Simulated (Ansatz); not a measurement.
# AlIn3: a trial structure relaxed, part 2 of 2

The task: take a trial cell of AlIn3 to zero force and stress.

Ansatz 0.2.0; DFT PBE, scalar-relativistic, plane waves, PAW. Earlier steps stand in the parts before.

## Step 4: Final relaxation

The end of the coarse run is made exact in the group found at a tolerance of 0.06 Å and reduced to its primitive cell.

input.yaml reads:

```yaml
crystal:
  lattice:
    - [0.0, 6.3132481602, 6.3132481602]
    - [6.3132481602, 0.0, 6.3132481602]
    - [6.3132481602, 6.3132481602, 0.0]
  atoms:
    - { symbol: Al, position: [0.5, 0.5, 0.5] }
    - { symbol: Al, position: [0.75, 0.75, 0.75] }
    - { symbol: In, position: [0.0, 0.0, 0.0] }
    - { symbol: In, position: [0.25, 0.25, 0.25] }
    - { symbol: In, position: [0.125, 0.125, 0.125] }
    - { symbol: In, position: [0.125, 0.125, 0.625] }
    - { symbol: In, position: [0.125, 0.625, 0.125] }
    - { symbol: In, position: [0.625, 0.125, 0.125] }
basis:
  ecutwfc: 420
kpoints:
  mp_grid: { grid: [6, 6, 6] }
hamiltonian:
  xc: pbe
scf:
  occupations: { method: gaussian, width: 0.1 }
output:
  forces: true
  stress: true
  eigenvalues: true
  write_density: true
  write_potential: true
  elf: true
  volumetric_format: npy
relax:
  adjacent_minimum: "off"
  f_tol: 0.01
  max_steps: 80
  cell: { stress_tol: 0.05 }
```

On the command line:

```bash
$ ansatz run input.yaml --threads 1 --pin off --max-ram 2560MiB --backend cpu --events-out ev --progress --plain --runs-dir out
```

The log of the run:

```text
Warning: RAYON_NUM_THREADS=1 ignored (pool sized by the plan → 1); use --threads N
Engine: ansatz 0.2.0, x86_64-unknown-linux-gnu
Pseudopotentials: kind: paw
Pseudopotential: Al, paw, valence charge 3, recommended cutoff 420 eV (normal), Al.paw.azcp
Pseudopotential: In, paw, valence charge 13, recommended cutoff 420 eV (normal), In.paw.azcp
Functional definition: PBE
  parameter kappa = 0.804
  parameter beta = 0.06672455060314922
  exchange = pbe_x(kappa = kappa, mu = beta*pi^2/3)
  correlation = pbe_c(beta = beta)
Crystal: 8 atoms, lattice volume = 503.256 Å³
Basis set: ecut = 420 eV, 9841 PW (Γ), exchange–correlation on 120×120×120 points (8 copies of the dense FFT grid, shifted against one another)
Bands: 51, of which v1, the nominal top of the filled ones, is band 42 counted from 1 (41 counted from 0)
Symmetry: 48 space group operations
Space group: Fd-3m (ITA 227), of the structure as read, at distance tolerance 8.0e-5 Å
k-points: 16 of 216
Non-local potential: Al, projectors of the file, l = 0: 2, l = 1: 2, l = 2: 1
Non-local potential: In, projectors of the file, l = 0: 2, l = 1: 2, l = 2: 2, l = 3: 2
PAW form: soft (Blöchl's): semilocal exchange-correlation on the pseudo side does not see the compensation charge
PAW one-centre angular grid: Al, 110 points (default); XC on 64 Gauss nodes
PAW one-centre angular grid: In, 590 points (default); XC on 64 Gauss nodes
Initial density: superposition of atomic densities (neutral atoms: chi_scale 0, normalization atom), corrected by the library's trained network
Initial wavefunctions: pseudopotential atomic-orbital guess
Functional: x = pbe(κ = 0.804, μ = 0.2195149727645171), c = pbe(β = 0.06672455060314922)
SCF iter   1: F=—  HF=-34652.544299 eV  |F-HF|=—  |Δ(HF+E_count)|=         —  Δρ=2.92e-3  dr2=1.64e-1  ethr=1.77e-3  ⟨swp⟩=6.1  Hψ=2800  notcnv=0
preconditioner: auto → LDOS  [metal: Δε(μ)=0.041 eV  Ē_g=12.623 eV  σ=0.100 eV  W_gap=0.22  n_scr=64 (ndim 8)  ℏωp=15.2 eV  f_vac=0.211  D(μ)=11.99/eV (n_scr^D=64)  β→1.0]
SCF iter   2: F=—  HF=-34652.538387 eV  |F-HF|=—  |Δ(HF+E_count)|=   5.91e-3  Δρ=1.42e-3  dr2=3.17e-2  ethr=1.95e-4  ⟨swp⟩=2.0  Hψ=1173  notcnv=0  defer=17
SCF iter   3: F=—  HF=-34652.546447 eV  |F-HF|=—  |Δ(HF+E_count)|=   8.06e-3  Δρ=1.21e-3  dr2=6.12e-3  ethr=3.77e-5  ⟨swp⟩=2.5  Hψ=1492  notcnv=0  defer=18
SCF iter   4: F=—  HF=-34652.544720 eV  |F-HF|=—  |Δ(HF+E_count)|=   1.73e-3  Δρ=2.07e-4  dr2=3.38e-4  ethr=7.28e-6  ⟨swp⟩=2.0  Hψ=1453  notcnv=0  defer=18
SCF iter   5: F=—  HF=-34652.544975 eV  |F-HF|=—  |Δ(HF+E_count)|=   2.55e-4  Δρ=4.73e-5  dr2=1.51e-5  ethr=4.02e-7  ⟨swp⟩=2.0  Hψ=1476  notcnv=0  defer=18
SCF iter   6: F=—  HF=-34652.544864 eV  |F-HF|=—  |Δ(HF+E_count)|=   1.11e-4  Δρ=2.03e-5  dr2=2.40e-6  ethr=1.79e-8  ⟨swp⟩=2.0  Hψ=1497  notcnv=0  defer=25
SCF iter   7: F=—  HF=-34652.544866 eV  |F-HF|=—  |Δ(HF+E_count)|=   2.23e-6  Δρ=3.95e-6  dr2=1.44e-7  ethr=2.86e-9  ⟨swp⟩=2.0  Hψ=1478  notcnv=0  defer=27
SCF iter   8: F=-34652.544867 eV  HF=-34652.544867 eV  |F-HF|=1.26e-8  |Δ(HF+E_count)|=   1.64e-7  Δρ=8.67e-7  dr2=6.80e-9  ethr=1.19e-10  ⟨swp⟩=16.4  Hψ=5652  notcnv=0
SCF 1 converged in 8 iterations: F = -34652.544867 eV  dr2 = 6.80e-9
relax step   1: F+E_penalty+E_count = -34652.54486654 eV  Δ(F+E_penalty+E_count) = +0.000e0 eV  max|allowed force component| = 4.106e-17 eV/Å  Δτ_max = 0.0000 Å  P = +0.007 GPa  Ω = 503.256 Å³  (8 SCF iters, dr2 threshold 1.00e-7 eV, accepted)
Initial density: handed on by an earlier stage of this run
Initial wavefunctions: pseudopotential atomic-orbital guess (no wavefunctions were taken with the density)
iter 1 solved again at ethr=2.35e-7 eV; its pass at ethr=3.10e-3 eV (dr2=1.97e-4 eV) is discarded
SCF iter   1: F=—  HF=-34652.544999 eV  |F-HF|=—  |Δ(HF+E_count)|=         —  Δρ=9.81e-7  dr2=7.79e-9  ethr=2.35e-7  ⟨swp⟩=3.6  Hψ=4778  notcnv=0
eigensolver tolerance schedule: the retry pair's looser diagonalisation over-reported the residual by 25283.20 of it (diagonalisation noise at an unbounded share of the residual, at the tolerance the schedule requests for it); recorded, not acted on — ethr = c·dr2/N_el stays at c = 1.0e-1
preconditioner: auto → LDOS  [metal: Δε(μ)=0.019 eV  Ē_g=12.617 eV  σ=0.100 eV  W_gap=0.11  n_scr=64 (ndim 8)  ℏωp=15.2 eV  f_vac=0.107  D(μ)=11.58/eV (n_scr^D=64)  β→1.0]
SCF iter   2: F=—  HF=-34652.544867 eV  |F-HF|=—  |Δ(HF+E_count)|=   1.33e-4  Δρ=7.96e-7  dr2=3.68e-9  ethr=9.28e-12  ⟨swp⟩=3.6  Hψ=2211  notcnv=0
SCF iter   3: F=—  HF=-34652.544867 eV  |F-HF|=—  |Δ(HF+E_count)|=   1.58e-9  Δρ=3.67e-7  dr2=1.25e-9  ethr=4.38e-12  ⟨swp⟩=2.0  Hψ=1494  notcnv=0
SCF iter   4: F=—  HF=-34652.544867 eV  |F-HF|=—  |Δ(HF+E_count)|=  4.00e-10  Δρ=1.71e-7  dr2=1.93e-10  ethr=1.48e-12  ⟨swp⟩=2.0  Hψ=1496  notcnv=0
SCF iter   5: F=-34652.544867 eV  HF=-34652.544867 eV  |F-HF|=2.18e-11  |Δ(HF+E_count)|=  2.91e-11  Δρ=8.22e-8  dr2=4.62e-11  ethr=1.00e-12  ⟨swp⟩=8.6  Hψ=4170  notcnv=0
SCF 2 converged in 5 iterations: F = -34652.544867 eV  dr2 = 4.62e-11
relax step   2: F+E_penalty+E_count = -34652.54486655 eV  Δ(F+E_penalty+E_count) = -2.954e-9 eV  max|allowed force component| = 3.469e-17 eV/Å  Δτ_max = 0.0000 Å  P = +0.007 GPa  Ω = 503.256 Å³  stress off target by 7.47e-3 GPa  SCF on the basis re-selected at this cell (its energy is not comparable with the rows above)  (5 SCF iters)
basis re-selected at this cell: Δ(F+E_penalty+E_count) = -2.954e-9 eV, ΔP = -0.000 GPa vs the last step (what re-selecting the basis moved, of the pressure what is left beyond the Pulay correction that the steps carried, after the strain that the cell walked since its last selection, with what the two solves' SCF thresholds leave and, on support functions, any second-order correction that the steps lacked; it is no measure of the basis error at this ecutwfc). This SCF's stress stands 7.47e-3 GPa from its target on what of the cell is left free (relax.cell.stress_tol is 5.00e-2 GPa) and its largest allowed force component is 3.47e-17 eV/Å (relax.f_tol is 1.00e-2 eV/Å): within both
SCF converged after 5 iterations
Free energy (F): -34652.544867 eV
Harris-Foulkes:  -34652.544867 eV  (|F-HF|=2.18e-11)
Internal energy: -34652.486973 eV  (E = F + TS)
E sigma→0 (E₀):  -34652.515920 eV
Entropy (-TS):   -0.057894 eV (-7.237 meV/atom)
Fermi energy:    1.774593 eV
--- Per-component energies (eV) ---
  E_band       = -831.279384
  E_kinetic    = 1474.504292
  E_local      = -13527.150641  (includes V_loc(G=0)·N_el)
  E_nonlocal   = 2218.044183
  E_hartree    = 5719.873221
  E_xc         = -1359.573752
  E_vxc        = -635.962036  (∫ρ·V_xc dr)
  E_paw        = -25846.255144  (= ΣΔE_a)
  E_vpaw       = -1800.462263  (= ΣTr[D̂ρ^β])
  E_aug_tail   = 0.000149  (compensation charges beyond the density's cutoff)
  E_ewald      = -3331.929282
  E_smearing   = -0.057894  (= −TS)
  E_closure    = -0.000000  (closes the sum)
  Σ components = -34652.544867   (vs F -34652.544867, Δ=0.00e0)
--- Forces (eV/Å), atoms counted from 1 ---
  atom   1  Al     0.00000000    -0.00000000     0.00000000
  atom   2  Al    -0.00000000     0.00000000     0.00000000
  atom   3  In     0.00000000     0.00000000    -0.00000000
  atom   4  In     0.00000000    -0.00000000     0.00000000
  atom   5  In     0.00000000    -0.00000000     0.00000000
  atom   6  In     0.00000000     0.00000000    -0.00000000
  atom   7  In     0.00000000    -0.00000000    -0.00000000
  atom   8  In     0.00000000    -0.00000000     0.00000000
  max |Σ_I F_I| component: 9.25e-17 eV/Å
--- Stress (GPa, compression-positive) ---
        0.007466       0.000000      -0.000000
        0.000000       0.007466      -0.000000
       -0.000000      -0.000000       0.007466
  P = ⅓ Tr σ = 0.0075 GPa (0.075 kbar)
--- Band table (eV; the first three rows and the last of 16) ---
  k-point 0: bands = ["-13.6922", "-13.6922", "-13.6922", "-13.4263", "-13.4263", "-13.3788", "-13.2763", "-13.2763", "-13.2763", "-13.2721", "-13.2721", "-13.2706", "-13.2706", "-13.2706", "-13.2473", "-13.2473", "-13.2473", "-13.2064", "-13.2064", "-13.2064", "-12.9748", "-12.9748", "-12.9748", "-12.9109", "-12.9109", "-12.6967", "-12.6967", "-12.5346", "-12.5346", "-12.5346", "-5.8482", "-4.3402", "-3.2518", "-3.2518", "-3.2518", "-2.6856", "-2.4191", "0.0641", "0.0641", "0.0641", "2.1136", "2.1136", "2.1221", "2.1334", "2.1334", "2.1334", "2.5955", "2.5955", "2.5955", "4.2252", "4.2252"]
  k-point 1: bands = ["-13.6905", "-13.6905", "-13.6803", "-13.4200", "-13.4200", "-13.4070", "-13.2773", "-13.2763", "-13.2763", "-13.2726", "-13.2726", "-13.2710", "-13.2710", "-13.2706", "-13.2581", "-13.2581", "-13.2568", "-13.2175", "-13.2175", "-13.2064", "-12.9671", "-12.9671", "-12.9288", "-12.8937", "-12.8937", "-12.7037", "-12.7037", "-12.5538", "-12.5376", "-12.5376", "-5.8079", "-4.5401", "-3.2592", "-3.2592", "-2.9991", "-2.6791", "-2.4360", "0.0011", "0.1254", "0.1254", "1.7334", "1.8340", "1.8340", "2.3100", "2.4736", "2.4736", "2.6113", "2.6113", "2.9967", "3.7112", "3.9161"]
  k-point 2: bands = ["-13.6871", "-13.6871", "-13.6482", "-13.4701", "-13.4025", "-13.4025", "-13.2944", "-13.2944", "-13.2794", "-13.2760", "-13.2760", "-13.2734", "-13.2734", "-13.2713", "-13.2713", "-13.2706", "-13.2646", "-13.2259", "-13.2259", "-13.2064", "-12.9592", "-12.9592", "-12.8509", "-12.8509", "-12.8357", "-12.7237", "-12.7237", "-12.6060", "-12.5437", "-12.5437", "-5.7038", "-4.8572", "-3.2737", "-3.2737", "-2.7473", "-2.4769", "-2.4563", "-0.2680", "0.2557", "0.2557", "1.6175", "1.7355", "1.7355", "2.3127", "2.3127", "2.7038", "2.7870", "3.0049", "3.0049", "3.4906", "3.5596"]
  k-point 15: bands = ["-13.6779", "-13.6779", "-13.5743", "-13.5743", "-13.3623", "-13.3623", "-13.3421", "-13.3421", "-13.2920", "-13.2920", "-13.2742", "-13.2742", "-13.2723", "-13.2723", "-13.2710", "-13.2710", "-13.2642", "-13.2642", "-13.2235", "-13.2235", "-12.9065", "-12.9065", "-12.7962", "-12.7962", "-12.7802", "-12.7802", "-12.6992", "-12.6992", "-12.5627", "-12.5627", "-5.3644", "-5.3644", "-3.3270", "-3.3270", "-2.5742", "-2.5742", "-1.4502", "-1.4502", "0.7134", "0.7134", "1.6254", "1.6254", "1.8245", "1.8245", "2.6060", "2.6060", "2.9306", "2.9306", "3.1066", "3.1066", "3.2254"]
--- Relaxed structure (1 steps of the walk, 1 accepted, 1 SCFs on fresh bases) ---
  F+E_penalty+E_count = -34652.54486655 eV   max|allowed force component| = 3.469e-17 eV/Å   (the final SCF, on the basis selected at the relaxed cell)
  cell:  # Å, volume = 503.2556 Å³
    - [0.0, 6.3132481602, 6.3132481602]
    - [6.3132481602, 0.0, 6.3132481602]
    - [6.3132481602, 6.3132481602, 0.0]
  atoms:
    - { symbol: Al, position: [0.5, 0.5, 0.5] }
    - { symbol: Al, position: [0.75, 0.75, 0.75] }
    - { symbol: In, position: [0.0, 0.0, 0.0] }
    - { symbol: In, position: [0.25, 0.25, 0.25] }
    - { symbol: In, position: [0.125, 0.125, 0.125] }
    - { symbol: In, position: [0.125, 0.125, 0.625] }
    - { symbol: In, position: [0.125, 0.625, 0.125] }
    - { symbol: In, position: [0.625, 0.125, 0.125] }
```

Wall time 46 s (1 thread of Intel Xeon 6975P-C (Granite Rapids), shared host); peak memory 0.85 GiB.

Relaxation path:

| step | energy from step 1 (eV/cell) | largest force component (eV/Å) | pressure (GPa) | volume (Å³) |
| --- | --- | --- | --- | --- |
| 1 | 0.0000 | 0.0000 | 0.01 | 503.26 |
| 2 | 0.0000 | 0.0000 | 0.01 | 503.26 |

Step 1 is the start. Step 2 repeats the geometry before it on a plane-wave basis chosen anew for that cell, so its energy need not be comparable with the rows above.

Lengths and angles in the start's conventional setting:

|  | before | after | change |
| --- | --- | --- | --- |
| a (Å) | 12.626 | 12.626 | 0.0 % |
| b (Å) | 12.626 | 12.626 | 0.0 % |
| c (Å) | 12.626 | 12.626 | 0.0 % |
| volume (Å³/atom) | 62.91 | 62.91 | 0.0 % |
| shortest distance (Å) | 2.734 | 2.734 | 0.0 % |
| space group (0.01 Å) | Fd-3m | Fd-3m | same |

The run keeps the 48 symmetry operations of the start, so it could not have lowered the symmetry.

Axes a, b and c in the maps are those of this run's conventional cell (a, b, c = 12.626, 12.626, 12.626 Å).

Density in a lattice plane of the grid's cell (edges 12.63 and 12.63 Å, at 0.000 of the third edge), which holds Al and In.

Ten even steps from ' ' (0.01 e/Å³) to '@' (12.98 e/Å³):
```
::                                              
                                                
                                                
                                                
                                                
                                                
                                                
                                                
                        ::                      
                      --@@--                    
                        ::                      
                                                
                                                
                                                
                                                
                                                
                                                
                                                
::                                              
@@--                                          --
```
Columns run along the first of these edges and rows up along the second, over one cell in 24 and 20 even steps from the bottom left corner. Atoms in the plane (fractional): Al at (0.00, 0.50), Al at (0.50, 0.00), In at (0.00, 0.00), In at (0.50, 0.50).

ELF in the same plane.

Values, 12 rows by 12 columns:
```
0.26 0.41 0.30 0.08 0.10 0.84 0.94 0.83 0.10 0.08 0.30 0.41
0.23 0.30 0.24 0.08 0.05 0.10 0.23 0.10 0.05 0.08 0.24 0.30
0.05 0.08 0.08 0.05 0.08 0.08 0.06 0.08 0.08 0.06 0.08 0.08
0.23 0.10 0.05 0.08 0.24 0.30 0.23 0.30 0.24 0.08 0.05 0.10
0.94 0.84 0.10 0.08 0.30 0.41 0.26 0.41 0.30 0.08 0.10 0.83
1.00 0.94 0.23 0.05 0.23 0.26 0.00 0.26 0.23 0.06 0.23 0.94
0.94 0.83 0.10 0.08 0.30 0.41 0.26 0.41 0.30 0.08 0.10 0.84
0.23 0.10 0.05 0.08 0.24 0.30 0.23 0.30 0.24 0.08 0.05 0.10
0.06 0.08 0.08 0.06 0.08 0.08 0.05 0.08 0.08 0.05 0.08 0.08
0.23 0.30 0.24 0.08 0.05 0.10 0.23 0.10 0.05 0.08 0.24 0.30
0.26 0.41 0.30 0.08 0.10 0.83 0.94 0.84 0.10 0.08 0.30 0.41
0.00 0.26 0.23 0.06 0.23 0.94 1.00 0.94 0.23 0.05 0.23 0.26
```
Columns run along the first of these edges and rows up along the second, over one cell in 12 and 12 even steps from the bottom left corner. Atoms in the plane (fractional): Al at (0.00, 0.50), Al at (0.50, 0.00), In at (0.00, 0.00), In at (0.50, 0.50).

Both are smooth fields of the valence electrons: close to the nuclei they are not physical.

Maxima of ELF outside the ion cores: 0.96 beside Al, off the lines to its neighbours, 1.1 Å from Al; 0.95 in the shell around Al, 1.0 Å from Al; 0.47 between the atoms, 1.5 Å from In.

## Step 5: Summary of results

What follows sums up all 2 parts. Changes of volume or cell count from the first structure of part 1.

```
                              quantity                                                                         value
symmetry at the end (tolerance 0.05 Å)                                                   space group Fd-3m (No. 227)
                     conventional cell  a = 12.626 Å, b = 12.626 Å, c = 12.626 Å, α = 90.00°, β = 90.00°, γ = 90.00°
                                volume                                                                 62.91 Å³/atom
              energy over the elements                                                                 +1.20 eV/atom
                       gap on the mesh                                                                  none (metal)
```

The space group Fd-3m (No. 227) is kept, and the volume per atom grows by 136.6 % from the first guess. With a positive formation energy it can't be a ground state. No finished test with a distortion of lower symmetry is shown, so the end may be a saddle point.

Counted by bands, a gap of 0.03 eV stays open on the mesh in one run that reads as metallic: the smearing reaches across it.
